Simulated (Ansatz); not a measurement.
# GdScSi: the cost of one run

All numbers below are computed with Ansatz 0.2.0 (DFT PBEsol, scalar-relativistic, plane waves, PAW).

1 further run of the same task is left out (it didn't finish). Runs told in other sessions of the task aren't counted.

### Step 1. Starting point

The cell holds 24 atoms (EuGd7Sc8Si8): a = 8.268 Å, b = 8.332 Å, c = 8.332 Å, α = 90.00°, β = 104.59°, γ = 104.59°.

Coordinates:

```xyz
24
Lattice="-2.0830 2.0830 7.7259 0.0000 -8.3319 0.0000 8.3319 0.0000 0.0000" Properties=species:S:1:pos:R:3 pbc="T T T"
Eu    2.0722   -2.0541    2.7095
Gd    6.2490   -2.0830    2.7501
Gd    2.0830   -6.2490    2.7501
Gd    6.2490   -6.2490    2.7501
Gd    0.0000    0.0000    4.9758
Gd    4.1660    0.0000    4.9758
Gd    0.0000   -4.1660    4.9758
Gd    4.1660   -4.1660    4.9758
Sc    2.0289   -4.1772    0.0225
Sc    6.2490   -4.1660    0.0000
Sc    2.1019   -0.0050    0.0122
Sc    6.2490    0.0000    0.0000
Sc   -0.0804   -2.0859    0.0140
Sc    4.1676   -2.0424    0.0219
Sc    0.0000   -6.2490    0.0000
Sc    4.1660   -6.2490    0.0000
Si    2.1222   -2.0812    5.7979
Si    6.2490   -2.0830    5.7892
Si    2.0830   -6.2490    5.7892
Si    6.2490   -6.2490    5.7892
Si   -0.0274    0.0205    1.9621
Si    4.2101    0.0187    1.9525
Si   -0.0216   -4.1942    1.9375
Si    4.1338   -4.1912    1.9133
```

The host was relaxed before at PBEsol: a = 4.166 Å, b = 4.166 Å, c = 15.452 Å, α = 90.00°, β = 90.00°, γ = 90.00° (conventional cell), 22.348 Å³/atom.

Places, in fractions of the supercell: Eu in place of Gd at (0.356, 0.339, 0.339). Its neighbours start displaced at random, with a spread of 0.03 Å in each coordinate.

### Step 2. The perfect crystal in the supercell of 24 atoms

Contents of input.yaml:

```yaml
crystal:
  lattice:
    - [-2.0829848802, 2.0829848802, 7.7258901385]
    - [0.0, -8.3319395208, 0.0]
    - [8.3319395208, 0.0, 0.0]
  atoms:
    - { symbol: Gd, position: [0.3559631764, 0.3389907941, 0.3389907941], spin: 7.91 }
    - { symbol: Gd, position: [0.3559631764, 0.3389907941, 0.8389907941], spin: 7.91 }
    - { symbol: Gd, position: [0.3559631764, 0.8389907941, 0.3389907941], spin: 7.91 }
    - { symbol: Gd, position: [0.3559631764, 0.8389907941, 0.8389907941], spin: 7.91 }
    - { symbol: Gd, position: [0.6440368236, 0.1610092059, 0.1610092059], spin: 7.91 }
    - { symbol: Gd, position: [0.6440368236, 0.1610092059, 0.6610092059], spin: 7.91 }
    - { symbol: Gd, position: [0.6440368236, 0.6610092059, 0.1610092059], spin: 7.91 }
    - { symbol: Gd, position: [0.6440368236, 0.6610092059, 0.6610092059], spin: 7.91 }
    - { symbol: Sc, position: [0.0, 0.5, 0.25], spin: 0.14 }
    - { symbol: Sc, position: [0.0, 0.5, 0.75], spin: 0.14 }
    - { symbol: Sc, position: [0.0, 0.0, 0.25], spin: 0.14 }
    - { symbol: Sc, position: [0.0, 0.0, 0.75], spin: 0.14 }
    - { symbol: Sc, position: [0.0, 0.25, 0.0], spin: 0.14 }
    - { symbol: Sc, position: [0.0, 0.25, 0.5], spin: 0.14 }
    - { symbol: Sc, position: [0.0, 0.75, 0.0], spin: 0.14 }
    - { symbol: Sc, position: [0.0, 0.75, 0.5], spin: 0.14 }
    - { symbol: Si, position: [0.7493195901, 0.4373298975, 0.4373298975] }
    - { symbol: Si, position: [0.7493195901, 0.4373298975, 0.9373298975] }
    - { symbol: Si, position: [0.7493195901, 0.9373298975, 0.4373298975] }
    - { symbol: Si, position: [0.7493195901, 0.9373298975, 0.9373298975] }
    - { symbol: Si, position: [0.2506804099, 0.0626701025, 0.0626701025] }
    - { symbol: Si, position: [0.2506804099, 0.0626701025, 0.5626701025] }
    - { symbol: Si, position: [0.2506804099, 0.5626701025, 0.0626701025] }
    - { symbol: Si, position: [0.2506804099, 0.5626701025, 0.5626701025] }
basis:
  ecutwfc: 420
  xc_grid: 2
kpoints:
  mp_grid: { grid: [3, 3, 3], shift: [0.0, 0.0, 0.0] }
hamiltonian:
  xc: pbesol
scf:
  occupations: { method: gaussian, width: 0.05 }
  lower_state_search: "off"
output:
  forces: true
  stress: true
  eigenvalues: true
  populations: true
  write_density: true
  write_potential: true
  elf: true
  volumetric_format: npy
magnetization:
  spin_polarized: true
```

Launch:

```
ansatz run input.yaml --threads 8 --pin off --max-ram 14336MiB --backend cpu --events-out ev --progress --plain --runs-dir out
```

**Question.** How long does this run take on 8 threads of Intel Xeon Platinum 8259CL at 2.50GHz (Skylake/Cascade Lake), shared host, and how much memory does it need?

About 41 s, with a peak of 5 GiB.
